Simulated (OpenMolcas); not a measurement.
**Re⁵⁺ among point charges: CASSCF and CASPT2 levels and susceptibility**

Aim: the splitting of the states of Re⁵⁺ in the field of 6 point charges, its lowest levels with spin-orbit coupling and its magnetic susceptibility.

The numbers are computed with OpenMolcas 26.06 (state-averaged CASSCF and CASPT2, spin-orbit coupling by RASSI with atomic mean-field integrals), except any that are marked as measured or tabulated.

## 1. What is computed

| Item | Value |
| --- | --- |
| Species | Re⁵⁺ (rhenium, Z = 75, 70 electrons) |
| Basis | ANO-RCC-VDZP [7s6p4d2f1g], 68 functions |
| Scalar Hamiltonian | DKH2, point nucleus |
| Inactive shells | 1s 2s 2p 3s 3p 3d 4s 4p 4d 4f 5s 5p |
| Active space | 2 electrons in 5 orbitals (5d) |
| Some configurations of this space | 5d2 |
| Orbitals | optimised for each spin and parity, averaged over all roots |

Outer shells as boxes (Hund's rule):

5d2
```
5d [↑ ][↑ ][  ][  ][  ]
```

The ion sits among 6 point charges of -1.5 e arranged as a trigonal prism (D3h), 1.93 Å from the ion, with a polar angle of 54.5° against the regular 49.1°.

Each step is its own input file, run in one work folder so that later steps find the files of earlier ones. Labels, J, g values, rates, χT and fits are worked out afterwards by a script from the matrices that RASSI stores.

## 2. GATEWAY and SEWARD: basis and integrals

Contents of a.inp:

```
&GATEWAY
Coord
1

Re 0.0 0.0 0.0
Basis=ANO-RCC-VDZP
Group=NoSym
NoMove
AngMom=0.0 0.0 0.0
AMFI
XField
6 Angstrom 0
1.571263 0.000000 1.120729 -1.500000
-0.785631 1.360753 1.120729 -1.500000
-0.785631 -1.360753 1.120729 -1.500000
1.571263 0.000000 -1.120729 -1.500000
-0.785631 1.360753 -1.120729 -1.500000
-0.785631 -1.360753 -1.120729 -1.500000
&SEWARD
```

Launch:

```console
$ OMP_NUM_THREADS=1 MOLCAS_MEM=1689 MOLCAS_PROJECT=a pymolcas a.inp > a.log
```

## 3. CASSCF: triplets, 10 roots

Contents of a.inp:

```
&RASSCF
FileOrb=start.orb
Symmetry=1
Spin=3
nActEl=2 0 0
Inactive=34
Ras2=5
CIRoot=10 10 1
SDav=10
CIMx=300
Iter=120 100
PrWF=0.3
OrbListing=Nothing
MaxOrb=0
>>> COPY $Project.JobIph JOB001
```

start.orb holds the contracted functions of the basis, ordered by shell, or the orbitals of the step before.

## 4. Reference wave functions, singlets, 15 roots

Contents of a.inp:

```
&RASSCF
FileOrb=start.orb
Symmetry=1
Spin=1
nActEl=2 0 0
Inactive=34
Ras2=5
CIRoot=15 15 1
SDav=15
CIMx=300
Iter=120 100
PrWF=0.3
OrbListing=Nothing
MaxOrb=0
>>> COPY $Project.JobIph JOB002
```

## 5. State interaction with spin-orbit coupling

Contents of a.inp:

```
&RASSI
NrOfJobIphs=2 10 15
1 2 3 4 5 6 7 8 9 10
1 2 3 4 5 6 7 8 9 10 11 12 13 14 15
IphNames
JOB001
JOB002
EJob
SpinOrbit
DIPRint=1.0
SOCoupling=1000.0
Subsets=2
Property=9
'ANGMOM' 1 'ANGMOM' 2 'ANGMOM' 3 'MLTPL  1' 1 'MLTPL  1' 2 'MLTPL  1' 3
'AMFI' 1 'AMFI' 2 'AMFI' 3
SOProperty=3
'ANGMOM' 1 'ANGMOM' 2 'ANGMOM' 3
```

## 6. CASPT2: IPEA 0.25, imaginary shift 0.1 (closed shells correlated: 4f 5s 5p)

Contents of a.inp:

```
>>> COPY JOB001 $Project.JobIph
&CASPT2
Multistate=10 1 2 3 4 5 6 7 8 9 10
NoMult
Frozen=23
IPEA=0.25
Imaginary=0.1
MaxIter=60
WThr=0.0 0.3 0.05
PrWF=0.5
NoMix
>>> COPY JOB002 $Project.JobIph
&CASPT2
Multistate=15 1 2 3 4 5 6 7 8 9 10 11 12 13 14 15
NoMult
Frozen=23
IPEA=0.25
Imaginary=0.1
MaxIter=60
WThr=0.0 0.3 0.05
PrWF=0.5
NoMix
```

(Steps that only read results are left out.)

**Question.** What will these runs give? Wanted: spin-free ground state; first state of the same spin within the active space; lowest level; next level.

The runs gave:

```
                                            quantity                                                                           value
                                              method  SS-CASPT2, IPEA 0.25, imaginary shift 0.1 (closed shells correlated: 4f 5s 5p)
                              spin-free ground state                                                  3E, 2-fold in its orbital part
first state of the same spin within the active space                                                                 3E at 5260 cm⁻¹
                                        lowest level                                                  2-fold E, g = 0.00, 0.00, 0.65
                                          next level                                                                     1211.5 cm⁻¹
                                         χT at 300 K                                                                  0.07 cm³ K/mol
                           effective moment at 300 K                                                                         0.77 μB
```

Cost by method:

```csv
method,time of its own steps,time with the reference
A. CASSCF,7.2 s,7.2 s
"B. SS-CASPT2, IPEA 0.25, imaginary shift 0.1, +4f 5s 5p",8.7 s,16 s
```

Times are of one thread on a shared host.

What this shows: The spin-free ground state (3E) comes to 100 % from free-ion F terms and keeps the highest spin of the shell. χT at 300 K is 0.07, against 1.00 cm³ K/mol for the spin alone, so spin-orbit coupling lowers it. CASPT2 does not keep the components of a term degenerate, and the means are used. The field of point charges can differ much from that of real complexes. Point charges carry no covalency, so the field is a model and not that of real ligands.
